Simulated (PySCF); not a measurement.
# C₂H₆F₁₀S₄Si₅: electronic excitations

Aim: compute the electronic excitations of C₂H₆F₁₀S₄Si₅ (`C[Si](F)(F)S[Si](F)(F)S[Si](F)(F)S[Si](F)(F)S[Si](C)(F)F`).

Computed with PySCF 2.14.0 and routines of our own; the level stands in each step. Atoms count from 0.

## (1) The starting structure

27 atoms, charge 0, multiplicity 1; geometry from: GFN2-xTB.

## (2) Electronic excitations: TDA LC-wPBE/6-31G*

What the job is given:

```
{"job": {"kind": "uv", "basis": "6-31G*", "grid": 1, "kgrid": 0, "vcut": 1.5, "nstates": 5, "ntriplets": 2, "tda": true, "delta": ["ip_vertical"], "pop": false, "xc": "LC-wPBE"}, "charge": 0, "multiplicity": 1}
C     -6.986634    -0.669080     2.844604
Si    -5.490907    -0.541653     1.726286
F     -4.995966    -1.952397     1.169348
F     -5.782947     0.219710     0.355021
S     -3.863805     0.427166     2.743703
Si    -2.412405     0.340900     1.225563
F     -2.128353    -1.137032     0.706259
F     -2.870471     1.023945    -0.137508
S     -0.637440     1.233253     1.976784
Si     0.533286     0.960688     0.243405
F     -0.131252     1.622037    -1.042825
F      0.589410    -0.557718    -0.235168
S      2.477514     1.694965     0.633702
Si     3.184065     1.680345    -1.373292
F      2.633802     0.399972    -2.158423
F      2.490024     2.845445    -2.201991
S      5.270243     1.846353    -1.594978
Si     5.823986    -0.207055    -1.246212
C      5.476242    -1.381279    -2.668062
F      7.359876    -0.165822    -0.826615
F      5.133707    -0.691508     0.111273
H     -7.320094     0.309742     3.175120
H     -7.809546    -1.144246     2.319282
H     -6.769124    -1.258551     3.729991
H      4.411338    -1.447408    -2.873785
H      5.969199    -1.054112    -3.579491
H      5.834314    -2.380807    -2.435943
```

With the program's defaults for keys left out, this is: TDA LC-wPBE/6-31G*, vertical, gas phase, core orbitals frozen in the response, virtual orbitals cut by energy.

The run is started by

```
OMP_NUM_THREADS=2 python large_run.py task.json out
```

The driver reads the jobs from task.json and runs them one after another.

What it wrote:

```text
start: PBE on a coarse grid of 30415 points
cycle   1  E = -4116.2743701372  dE =  2.896e+00  |g| = 1.828e+00  |ddm| = 5.511e+00
cycle   2  E = -4114.3058831891  dE =  1.968e+00  |g| = 3.879e+00  |ddm| = 4.930e+00
cycle   3  E = -4116.8409350658  dE = -2.535e+00  |g| = 3.962e-01  |ddm| = 3.594e+00
cycle   4  E = -4116.8824960366  dE = -4.156e-02  |g| = 1.384e-01  |ddm| = 6.483e-01
cycle   5  E = -4116.8871724510  dE = -4.676e-03  |g| = 4.277e-02  |ddm| = 1.893e-01
cycle   6  E = -4116.8876160109  dE = -4.436e-04  |g| = 1.357e-02  |ddm| = 5.824e-02
cycle   7  E = -4116.8876568082  dE = -4.080e-05  |g| = 3.194e-03  |ddm| = 1.448e-02
final grid: 128816 points
cycle   8  E = -4117.6764491829  dE = -2.731e-02  |g| = 1.045e-01  |ddm| = 5.022e-01
cycle   9  E = -4117.6783726448  dE = -1.923e-03  |g| = 7.757e-02  |ddm| = 1.491e-01
cycle  10  E = -4117.6794182866  dE = -1.046e-03  |g| = 1.954e-02  |ddm| = 6.510e-02
cycle  11  E = -4117.6795127963  dE = -9.451e-05  |g| = 4.910e-03  |ddm| = 2.563e-02
cycle  12  E = -4117.6795204616  dE = -7.665e-06  |g| = 6.540e-04  |ddm| = 8.374e-03
cycle  13  E = -4117.6795230232  dE = -2.562e-06  |g| = 3.343e-04  |ddm| = 1.775e-03
cycle  14  E = -4117.6795212320  dE =  1.791e-06  |g| = 1.155e-04  |ddm| = 5.386e-04
cycle  15  E = -4117.6795210625  dE =  1.695e-07  |g| = 2.303e-05  |ddm| = 1.861e-04
converged SCF energy = -4117.6795210625

Static polarisability (au): isotropic 171.356, principal 128.216 143.882 241.970

Singlet excitations
state   eV       nm        f      main configurations
  1   7.1723    172.9   0.04995   H->L 0.31, H-1->L+3 0.21, H-1->L 0.16
  2   7.2377    171.3   0.00497   H-1->L 0.15, H->L+1 0.14, H-2->L+3 0.11
  3   7.2930    170.0   0.00070   H->L 0.27, H-2->L 0.15, H->L+2 0.15
  4   7.3915    167.7   0.00064   H->L+3 0.21, H-2->L 0.14, H-2->L+1 0.14
  5   7.5563    164.1   0.02475   H-1->L+1 0.38, H-1->L+2 0.14, H-1->L 0.11

Triplet excitations (Tamm-Dancoff, eV): 6.5741 6.7005
```

It took 1.7 min on 2 threads of Arm Neoverse N1, shared host; peak memory 1.4 GiB.

Warnings kept with the result: ip_vertical: open-shell SCF did not converge.

Frontier orbitals and where they lie:

| orbital | eV | atoms |
| --- | --- | --- |
| HOMO−4 | -12.37 | S16 42 %, C18 13 %, Si17 9 % |
| HOMO−3 | -11.96 | S8 47 %, S12 15 %, S4 15 % |
| HOMO−2 | -11.55 | S12 43 %, S4 36 %, S16 5 % |
| HOMO−1 | -11.30 | S16 66 %, S4 11 %, S8 8 % |
| HOMO | -11.20 | S8 30 %, S4 24 %, S12 24 % |
| LUMO | 1.16 | Si13 20 %, Si9 18 %, Si5 14 % |
| LUMO+1 | 1.96 | Si13 30 %, Si9 13 %, Si17 11 % |
| LUMO+2 | 2.10 | Si9 23 %, Si13 15 %, S12 12 % |
| LUMO+3 | 2.43 | Si13 22 %, Si5 19 %, S4 11 % |

With each of the 5 states as a Gaussian band of 0.4 eV half-width at 1/e, the curve within the window shown has maxima at 171 nm (ε 2,800) L/(mol cm). Beyond the last state computed it falls off for lack of states. The curve at chosen wavelengths:

nm, ε (L/mol/cm) and a bar:
```
      158        709 #####
      159        881 #######
      160       1070 ##########
      162       1480 ##############
      163       1691 #################
      164       1900 ####################
      165       2099 ######################
      166       2283 ########################
      168       2579 ############################
      169       2678 #############################
      170       2739 ##############################
      171       2758 ##############################
      172       2734 ##############################
      174       2560 ############################
      175       2417 ##########################
      176       2246 ########################
      177       2054 #####################
      178       1849 ###################
      180       1429 ##############
      181       1228 ###########
      182       1039 #########
      183        867 #######
      184        713 #####
      186        463 ##
      187        366 #
      188        285
```

Further results of this job:

| property | computed |
| --- | --- |
| dipole moment (D) | 3.07 |
| polarisability (Å³) | 25.39 |
| HOMO–LUMO gap (eV) | 12.36 |
| −ε(HOMO) (eV) | 11.20 |

## (3) Electronic excitations: TDDFT PBE/6-31G*

The job, as its differences from that of step 2:

```diff
@@ -1,2 +1,2 @@
-{"job": {"kind": "uv", "basis": "6-31G*", "grid": 1, "kgrid": 0, "vcut": 1.5, "nstates": 5, "ntriplets": 2, "tda": true, "delta": ["ip_vertical"], "pop": false, "xc": "LC-wPBE"}, "charge": 0, "multiplicity": 1}
+{"job": {"kind": "uv", "basis": "6-31G*", "grid": 1, "kgrid": 0, "vcut": null, "nstates": 5, "ntriplets": 2, "tda": false, "delta": ["ip_vertical"], "pop": false, "xc": "PBE"}, "charge": 0, "multiplicity": 1}
 C     -6.986634    -0.669080     2.844604
```

Method: TDDFT PBE/6-31G*, vertical, gas phase, core orbitals frozen in the response.

What it wrote:

```text
start: PBE on a coarse grid of 30415 points
cycle   1  E = -4116.2747589485  dE =  2.896e+00  |g| = 1.829e+00  |ddm| = 5.510e+00
cycle   2  E = -4114.3071121772  dE =  1.968e+00  |g| = 3.879e+00  |ddm| = 4.929e+00
cycle   3  E = -4116.8414709694  dE = -2.534e+00  |g| = 3.959e-01  |ddm| = 3.594e+00
cycle   4  E = -4116.8829591747  dE = -4.149e-02  |g| = 1.384e-01  |ddm| = 6.480e-01
cycle   5  E = -4116.8876423492  dE = -4.683e-03  |g| = 4.269e-02  |ddm| = 1.892e-01
cycle   6  E = -4116.8880770335  dE = -4.347e-04  |g| = 1.356e-02  |ddm| = 5.820e-02
cycle   7  E = -4116.8881188273  dE = -4.179e-05  |g| = 3.186e-03  |ddm| = 1.448e-02
final grid: 128816 points
cycle   8  E = -4116.7175931647  dE = -2.126e-05  |g| = 2.036e-02  |ddm| = 5.351e-02
cycle   9  E = -4116.7174140558  dE =  1.791e-04  |g| = 3.474e-02  |ddm| = 5.353e-02
cycle  10  E = -4116.7176921167  dE = -2.781e-04  |g| = 3.018e-03  |ddm| = 3.308e-02
cycle  11  E = -4116.7176897652  dE =  2.352e-06  |g| = 6.130e-04  |ddm| = 3.393e-03
cycle  12  E = -4116.7176916402  dE = -1.875e-06  |g| = 9.990e-05  |ddm| = 7.597e-04
converged SCF energy = -4116.7176916402
Vertical ionisation energy (delta-SCF) = 9.7146 eV   <S^2> = 0.752

Static polarisability (au): isotropic 200.197, principal 144.137 161.221 295.231

Singlet excitations
state   eV       nm        f      main configurations
  1   5.3268    232.8   0.00118   H->L 0.96
  2   5.4664    226.8   0.09345   H-1->L 0.96
  3   5.6074    221.1   0.00108   H-2->L 0.98
  4   5.9256    209.2   0.00886   H-3->L 0.91
  5   5.9595    208.0   0.00371   H->L+1 0.93

Triplet excitations (Tamm-Dancoff, eV): 5.1173 5.2159
```

Run time: 28 s. Hardware: 2 threads of Arm Neoverse N1, shared host; peak memory 1.1 GiB.

## (4) What came out

```
                       quantity                        value
lowest singlet (LC-wPBE/6-31G*)  7.17 eV (173 nm), f = 0.050
                 lowest triplet                      6.57 eV
```

**Reading.** The lowest singlet, at 7.17 eV, is HOMO→LUMO 0.31, HOMO−1→LUMO+3 0.21 and is weak. The lowest triplet lies 0.60 eV below the lowest singlet. The basis of LC-wPBE/6-31G* has no diffuse functions, so Rydberg states are missing and the high states are unreliable.
